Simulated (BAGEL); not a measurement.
# singlet CH5B2O−: levels of theory compared

We compute a comparison of 5 runs (HF/STO-3G, B3LYP/6-31G*, B3LYP/6-311+G**, PBE0/6-311+G**, RI-MP2/6-311+G**) of singlet CH5B2O−. 

Program for the calculation: BAGEL 1.2.2.

### 1 The system as given

CH5B2O−: 9 atoms, total charge -1, spin state singlet. SMILES of the parent species: `BO[B]C`. Geometry: relaxed at GFN2-xTB. This is one conformer, not always the lowest. That shape belongs to the parent species and isn't relaxed for this state.

Bond lengths: B1–O2 1.324 Å, O2–B3 1.259 Å, B3–C4 1.584 Å, B1–H5 1.179 Å, B1–H6 1.179 Å, C4–H7 1.087 Å, C4–H8 1.091 Å, C4–H9 1.088 Å. Some angles: B1–O2–B3 175.1°, O2–B3–C4 132.2°, O2–B1–H5 118.7°, O2–B1–H6 118.7°, B3–C4–H7 113.8°, B3–C4–H8 110.8°, B3–C4–H9 109.6°, H5–B1–H6 122.6°, H7–C4–H8 107.8°, H7–C4–H9 106.9°.

### 2 The energy at HF/STO-3G (density fitting with qzvpp-jkfit) (run 1)

job.json reads:

```json
{ "bagel": [

{
  "title": "molecule",
  "basis": "sto-3g",
  "df_basis": "qzvpp-jkfit",
  "angstrom": true,
  "geometry": [
    { "atom": "B", "xyz": [   -1.047400,    1.806640,    0.401550 ] },
    { "atom": "O", "xyz": [   -0.141750,    0.875440,    0.145530 ] },
    { "atom": "B", "xyz": [    0.794030,    0.067660,   -0.090960 ] },
    { "atom": "C", "xyz": [    0.813000,   -1.497380,   -0.335900 ] },
    { "atom": "H", "xyz": [   -1.533300,    2.386630,   -0.502170 ] },
    { "atom": "H", "xyz": [   -1.317960,    2.038590,    1.524910 ] },
    { "atom": "H", "xyz": [    1.559710,   -1.819010,   -1.057210 ] },
    { "atom": "H", "xyz": [   -0.159550,   -1.847500,   -0.683650 ] },
    { "atom": "H", "xyz": [    1.033220,   -2.011070,    0.597910 ] }
  ]
},
{ "title": "hf", "charge": -1 },
{ "title": "print", "file": "orbitals.molden", "orbitals": true }

]}
```

The run is started by

```sh
$ BAGEL_NUM_THREADS=1 BAGEL job.json > job.out
```

Standard output:

```text
* using 1 threads per process

  ===============================================================
  ===============================================================

  *** Geometry ***

  { "atom" : "B", "xyz" : [     -1.979299,      3.414055,      0.758820 ] },
  { "atom" : "O", "xyz" : [     -0.267869,      1.654342,      0.275012 ] },
  { "atom" : "B", "xyz" : [      1.500499,      0.127859,     -0.171889 ] },
[... 5 lines of this table left out ...]
  { "atom" : "H", "xyz" : [      1.952503,     -3.800372,      1.129886 ] },

  Number of auxiliary basis functions:      392

  Since a DF basis is specified, we compute 2- and 3-index integrals:
    o Being stored without compression. Storage requirement is 0.002 GB

  Number of basis functions:       25
  Number of electrons      :       29

    * METHOD: MOLECULE                             0.17

  *** RHF ***

  === Nuclear Repulsion ===
    93.2852148473

      * DIIS with orbital gradients will be used.

  === RHF iteration (sto-3g) ===
      0       -162.59694149          0.01626320           0.01
      1       -162.65742088          0.00707917           0.01
      2       -162.66786089          0.00192880           0.01
[... 11 lines of this table left out ...]
     14       -162.66968608          0.00000001           0.01
    * SCF iteration converged.

    * Permanent dipole moment:
           (    0.161510,     1.101200,     0.127369) a.u.

    * METHOD: HF                                   0.22

    * METHOD: PRINT                                0.00

  ===============================================================
```

Run time: 0.59 s. Hardware: 1 thread of Intel Xeon Platinum 8375C at 2.90GHz (Ice Lake), shared host; peak memory 0.08 GiB.

### 3 A single-point energy at B3LYP/6-31G(d) (density fitting with qzvpp-jkfit, spherical functions) (run 2)

job.json reads:

```json
{ "bagel" : [

{
  "title" : "molecule",
  "basis" : "6-31gs.json",
  "df_basis" : "qzvpp-jkfit",
  "angstrom" : "true",
  "geometry" : [
    { "atom" : "B", "xyz" : [   -1.047400,    1.806640,    0.401550 ] },
    { "atom" : "O", "xyz" : [   -0.141750,    0.875440,    0.145530 ] },
    { "atom" : "B", "xyz" : [    0.794030,    0.067660,   -0.090960 ] },
    { "atom" : "C", "xyz" : [    0.813000,   -1.497380,   -0.335900 ] },
    { "atom" : "H", "xyz" : [   -1.533300,    2.386630,   -0.502170 ] },
    { "atom" : "H", "xyz" : [   -1.317960,    2.038590,    1.524910 ] },
    { "atom" : "H", "xyz" : [    1.559710,   -1.819010,   -1.057210 ] },
    { "atom" : "H", "xyz" : [   -0.159550,   -1.847500,   -0.683650 ] },
    { "atom" : "H", "xyz" : [    1.033220,   -2.011070,    0.597910 ] }
  ]
},
{ "title" : "ks", "xc_func" : "b3lyp", "charge" : -1 },
{ "title" : "print", "file" : "orbitals.molden", "orbitals" : "true" }

]}
```

The basis set 6-31G* is read from a file made from the Basis Set Exchange's data (not shown).

The run is started by

```sh
$ BAGEL_NUM_THREADS=1 BAGEL job.json > job.out
```

Standard output:

```text
* using 1 threads per process

  ===============================================================
  ===============================================================

  *** Geometry ***

  { "atom" : "B", "xyz" : [     -1.979299,      3.414055,      0.758820 ] },
  { "atom" : "O", "xyz" : [     -0.267869,      1.654342,      0.275012 ] },
  { "atom" : "B", "xyz" : [      1.500499,      0.127859,     -0.171889 ] },
[... 5 lines of this table left out ...]
  { "atom" : "H", "xyz" : [      1.952503,     -3.800372,      1.129886 ] },

  Number of auxiliary basis functions:      392

  Since a DF basis is specified, we compute 2- and 3-index integrals:
    o Being stored without compression. Storage requirement is 0.014 GB

  Number of basis functions:       66
  Number of electrons      :       29

    * METHOD: MOLECULE                             0.20

  *** Kohn-Sham DFT ***

    * Removing 15617 points whose weight is below 1.00e-10
    * Grid points: 118537

  === Nuclear Repulsion ===
    93.2852148473

       - DIIS with orbital gradients will be used.

  === KS iteration (b3lyp / 6-31gs.json) ===
      0       -136.24725064          0.17230198           0.38
      1       -134.27950645          0.14456873           0.38
      2       -137.60603180          0.20634983           0.38
[... 17 lines of this table left out ...]
     20       -166.00500756          0.00000001           0.34
    * SCF iteration converged.

    * Permanent dipole moment:
           (   -0.038357,     1.355784,     0.192648) a.u.

    * METHOD: KS                                   8.87

    * METHOD: PRINT                                0.01

  ===============================================================
```

It took 9.3 s on 1 thread of Intel Xeon Platinum 8375C at 2.90GHz (Ice Lake), shared host; peak memory 0.36 GiB.

Run 3 isn't shown in full; the table further down has it.

### 4 A single-point energy at PBE0/6-311+G(d,p) (density fitting with qzvpp-jkfit) (run 4)

job.json reads:

```json
{ "bagel" : [

{
  "title" : "molecule",
  "basis" : "6-311+gss.json",
  "df_basis" : "qzvpp-jkfit",
  "angstrom" : true,
  "geometry" : [
    { "atom" : "B", "xyz" : [      -1.047400,       1.806640,       0.401550 ] },
    { "atom" : "O", "xyz" : [      -0.141750,       0.875440,       0.145530 ] },
    { "atom" : "B", "xyz" : [       0.794030,       0.067660,      -0.090960 ] },
    { "atom" : "C", "xyz" : [       0.813000,      -1.497380,      -0.335900 ] },
    { "atom" : "H", "xyz" : [      -1.533300,       2.386630,      -0.502170 ] },
    { "atom" : "H", "xyz" : [      -1.317960,       2.038590,       1.524910 ] },
    { "atom" : "H", "xyz" : [       1.559710,      -1.819010,      -1.057210 ] },
    { "atom" : "H", "xyz" : [      -0.159550,      -1.847500,      -0.683650 ] },
    { "atom" : "H", "xyz" : [       1.033220,      -2.011070,       0.597910 ] }
  ]
},

{ "title" : "ks", "xc_func" : "pbe0", "charge" : -1 },

{ "title" : "print", "file" : "orbitals.molden", "orbitals" : true }

]}
```

The basis set 6-311+G** is read from a file made from the Basis Set Exchange's data (not shown).

The run is started by

```sh
$ BAGEL_NUM_THREADS=1 BAGEL job.json > job.out
```

Standard output:

```text
* using 1 threads per process

  ===============================================================
  ===============================================================

  *** Geometry ***

  { "atom" : "B", "xyz" : [     -1.979299,      3.414055,      0.758820 ] },
  { "atom" : "O", "xyz" : [     -0.267869,      1.654342,      0.275012 ] },
  { "atom" : "B", "xyz" : [      1.500499,      0.127859,     -0.171889 ] },
[... 5 lines of this table left out ...]
  { "atom" : "H", "xyz" : [      1.952503,     -3.800372,      1.129886 ] },

  Number of auxiliary basis functions:      392

  Since a DF basis is specified, we compute 2- and 3-index integrals:
    o Being stored without compression. Storage requirement is 0.044 GB

  Number of basis functions:      118
  Number of electrons      :       29

    * METHOD: MOLECULE                             0.29

  *** Kohn-Sham DFT ***

    * Removing 15617 points whose weight is below 1.00e-10
    * Grid points: 118537

  === Nuclear Repulsion ===
    93.2852148473

       - DIIS with orbital gradients will be used.

  === KS iteration (pbe0 / 6-311+gss.json) ===
      0       -121.64586949          0.18334224           0.63
      1       -127.09961007          0.12273095           0.60
      2       -137.75824950          0.16820854           0.61
[... 21 lines of this table left out ...]
     24       -165.87072661          0.00000000           0.61
    * SCF iteration converged.

    * Permanent dipole moment:
           (    0.790857,     0.570658,    -0.006953) a.u.

    * METHOD: KS                                  16.15

    * METHOD: PRINT                                0.03

  ===============================================================
```

Wall time 17 s (1 thread of Intel Xeon Platinum 8375C at 2.90GHz (Ice Lake), shared host); peak memory 0.62 GiB.

### 5 A single-point energy at RI-MP2/6-311+G(d,p) (density fitting with qzvpp-jkfit) (run 5)

calc.json reads:

```json
{ "bagel" : [

{
  "title" : "molecule",
  "basis" : "6-311+gss.json",
  "df_basis" : "qzvpp-jkfit",
  "angstrom" : "true",
  "geometry" : [
    { "atom" : "B", "xyz" : [      -1.047400,       1.806640,       0.401550 ] },
    { "atom" : "O", "xyz" : [      -0.141750,       0.875440,       0.145530 ] },
    { "atom" : "B", "xyz" : [       0.794030,       0.067660,      -0.090960 ] },
    { "atom" : "C", "xyz" : [       0.813000,      -1.497380,      -0.335900 ] },
    { "atom" : "H", "xyz" : [      -1.533300,       2.386630,      -0.502170 ] },
    { "atom" : "H", "xyz" : [      -1.317960,       2.038590,       1.524910 ] },
    { "atom" : "H", "xyz" : [       1.559710,      -1.819010,      -1.057210 ] },
    { "atom" : "H", "xyz" : [      -0.159550,      -1.847500,      -0.683650 ] },
    { "atom" : "H", "xyz" : [       1.033220,      -2.011070,       0.597910 ] }
  ]
},

{ "title" : "hf", "charge" : -1 },

{ "title" : "mp2", "charge" : -1, "ncore" : 4 }

]}
```

The basis set 6-311+G** is read from a file made from the Basis Set Exchange's data (not shown).

The run is started by

```sh
$ BAGEL_NUM_THREADS=1 BAGEL calc.json > calc.out
```

Standard output:

```text
* using 1 threads per process

  ===============================================================
  ===============================================================

  *** Geometry ***

  { "atom" : "B", "xyz" : [     -1.979299,      3.414055,      0.758820 ] },
  { "atom" : "O", "xyz" : [     -0.267869,      1.654342,      0.275012 ] },
  { "atom" : "B", "xyz" : [      1.500499,      0.127859,     -0.171889 ] },
[... 5 lines of this table left out ...]
  { "atom" : "H", "xyz" : [      1.952503,     -3.800372,      1.129886 ] },

[... 23 lines left out ...]
    * SCF iteration converged.
[... 1 line left out ...]
    * Permanent dipole moment:
[... 2 lines left out ...]
    * METHOD: HF                                   1.47

  *** RHF ***

  === Nuclear Repulsion ===
    93.2852148473

      * DIIS with orbital gradients will be used.

  === RHF iteration (6-311+gss.json) ===
      0       -165.01268099          0.00000000           0.06
    * SCF iteration converged.

    * Permanent dipole moment:
           (    1.965085,     0.136736,    -0.213580) a.u.

  === DF-MP2 calculation ===

    * freezing 4 orbitals
    * 3-index integral transformation done
    * assembly done

      MP2 correlation energy:   -0.5496715890      0.05

      MP2 total energy:       -165.5623525805

    * METHOD: MP2                                  0.23

  ===============================================================
```

Wall time 2.2 s (1 thread of Intel Xeon Platinum 8375C at 2.90GHz (Ice Lake), shared host); peak memory 0.13 GiB.

### 6 All runs side by side

| run | level | frozen core orbitals | energy (Eh) | HOMO energy (eV) | LUMO energy (eV) | HOMO–LUMO gap (eV) | wall time |
| --- | --- | --- | --- | --- | --- | --- | --- |
| 1 | HF/STO-3G (density fitting with qzvpp-jkfit) | – | -162.669686 | 5.79 | 15.49 | 9.70 | 0.59 s |
| 2 | B3LYP/6-31G* (density fitting with qzvpp-jkfit, spherical functions) | – | -166.005008 | 3.21 | 5.98 | 2.77 | 9.3 s |
| 3 | B3LYP/6-311+G** (density fitting with qzvpp-jkfit) | – | -166.102632 | 1.18 | 2.95 | 1.77 | 19 s |
| 4 | PBE0/6-311+G** (density fitting with qzvpp-jkfit) | – | -165.870727 | 1.13 | 3.12 | 1.99 | 17 s |
| 5 | RI-MP2/6-311+G** (density fitting with qzvpp-jkfit) | 4 | -165.562353 | – | – | – | 2.2 s |

### 7 Summary of results

```
                                          quantity          value
                               run 5: total energy  -165.56235 Eh
run 5: correlation energy (4 core orbitals frozen)     -549.7 mEh
```

**Reading.** Over runs 1, 2, 3, 4 the HOMO–LUMO gap runs from 1.77 eV (B3LYP/6-311+G**) to 9.70 eV (HF/STO-3G). The two ends differ in method and basis. The empty levels of an anion lie above zero and hang on the basis. Totals of different functionals can't be ranked against each other. In runs 1, 2, 3, 4 the HOMO lies above zero, so the outermost electron may be held by the basis alone. In run 1 the basis is minimal, so the values are rough. All runs together took 48 s, the longest 19 s.
